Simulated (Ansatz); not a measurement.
# BGeHO (singlet): wave-function methods side by side, cc-pVDZ

How much of the correlation energy of BGeHO (singlet) does each wave-function method recover here?

Method: cc-pVDZ, core rule «outside noble gas», up to 16 orbitals frozen; program: Ansatz 0.2.0, Gaussian basis.

The runs, in order: UHF; CCSD(T) on RHF; BCCD(T) on RHF; CISD; CCSDT(Q) on RHF; CCSDTQ on RHF.

3 further runs of the same task are left out: 3 set aside as unsound or not needed.

### Step 1. What is computed

The geometry is a PBE0/def2-TZVP stationary point (not a proven minimum). No spin-orbit coupling is included. The filled d shell of Ge may be among the frozen orbitals whatever the setting's name suggests; the logs give the count.

4 atoms, charge 0, spin multiplicity 1.

Atoms are counted from 1 here; the program's logs count them from 0.

Bond lengths: B1–O2 1.282 Å, O2–Ge3 1.840 Å, Ge3–H4 1.598 Å. Angles: B1–O2–Ge3 148.6°, O2–Ge3–H4 91.9°.

### Step 2. UHF

in.yaml reads:

```yaml
crystal:
  periodic: [false, false, false]
  atoms:
    - {symbol: B, position_ang: [0.000000, -0.186963, 2.397395]}
    - {symbol: O, position_ang: [0.000000, 0.275320, 1.201770]}
    - {symbol: Ge, position_ang: [0.000000, -0.053740, -0.608390]}
    - {symbol: H, position_ang: [0.000000, 1.507965, -0.944858]}
basis:
  gaussian: {orbitals: cc-pVDZ}
magnetization: {spin_polarized: true, initial_magnetization: 0}
hamiltonian: {xc: hf}
output: {orbitals: {seedname: orbitals}}
```

The run is started by

```bash
$ ansatz run in.yaml --threads 1 --pin off --events-out ev --progress --plain --max-ram 2560MiB --backend cpu
```

After this run come: CCSD(T) on RHF; BCCD(T) on RHF; CISD; CCSDT(Q) on RHF; CCSDTQ on RHF.

Before running them: what should the planned runs give, taken together? Wanted: RCCSDTQ from the RHF energy; RMP2 from RCCSDTQ; RCCSD from RCCSDTQ; RCCSD(T) from RCCSDTQ; RCCSDT(Q) from RCCSDTQ; T1 diagnostic.

As calculated:

| quantity | value |
| --- | --- |
| RCCSDTQ from the RHF energy | -9.8113 eV |
| RMP2 from RCCSDTQ | +114.6 kJ/mol |
| RCCSD from RCCSDTQ | +33.1 kJ/mol |
| RCCSD(T) from RCCSDTQ | +4.8 kJ/mol |
| RCCSDT(Q) from RCCSDTQ | -0.2 kJ/mol |
| levels within 1 kcal/mol (43 meV) | BCCD(T), RCCSDT, RCCSDT(Q) |
| T1 diagnostic | 0.019 |

What this shows: RCCSD(T) misses by +4.8 kJ/mol, 0.5 % of the correlation energy. These misses are within one basis, not against nature.
